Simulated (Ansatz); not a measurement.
Crystal: MgVOF2.

```
CELL_PARAMETERS angstrom
4.80401 -2.07601 0.00000
4.80401 2.07601 0.00000
-0.06437 0.00000 3.44935
ATOMIC_POSITIONS crystal
V 0.97963 0.97963 0.00707
Mg 0.63706 0.63706 0.51684
F 0.12341 0.12341 0.51585
F 0.84071 0.84071 0.49969
O 0.53852 0.53852 0.01196
```

The cell comes from a database or a generator and needn't be the stable form of this composition.

* Program: Ansatz 0.2.0
* Task: single point
* Functional: PBE
* Potentials or basis: Ansatz PAW
* Cutoff: 420 eV (not typed: the program's choice for these potentials)
* k mesh: 7 × 7 × 8
* Occupations: fermi-dirac, width 0.05 eV
* Spin: collinear spin, ferromagnetic start
* Starting moments: [2.0, 0.0, 0.0, 0.0, 0.0] μB

On this cell: pressure -2.4 GPa; largest force 0.280 eV/Å; net moment 3.00 μB per cell; site moments V +2.26; Mg +0.00; F +0.01, +0.02; O +0.02 μB; band gap on the k mesh none (metal or under the smearing width).

The same run follows on a disturbed copy (atoms moved at random, drawn with an rms of 0.05 Å):

```xyz
5
Lattice="4.8040 -2.0760 0.0000 4.8040 2.0760 0.0000 -0.0644 0.0000 3.4493" Properties=species:S:1:pos:R:3 pbc="T T T"
V     9.3840    0.0290   -0.0051
Mg    6.0455   -0.0171    1.8320
F     1.1491   -0.0409    1.7778
F     8.0603    0.0005    1.7667
O     5.1962    0.0140    0.0495
```

What does the disturbed cell give?

The energy (extrapolated to zero smearing) moves by +13.4 meV/atom; pressure -1.7 GPa; largest force 0.900 eV/Å; net moment 3.00 μB per cell; site moments V +2.22; Mg +0.00; F +0.00, +0.02; O +0.02 μB; band gap on the k mesh none (metal or under the smearing width).

Forces in eV/Å, atoms in the order of the input:
```
V    0.446 -0.310  0.501
Mg   0.574  0.044 -0.693
F   -0.273  0.375  0.019
F   -0.110  0.030 -0.239
O   -0.636 -0.139  0.412
```

Stress tensor (GPa, compression positive):
```
-2.30  0.77 -0.42
 0.77 -3.07  0.08
-0.42  0.08  0.17
```

Caveats: semilocal functionals often make such compounds metallic where correlation or magnetic order opens a gap, which also shifts bond lengths.
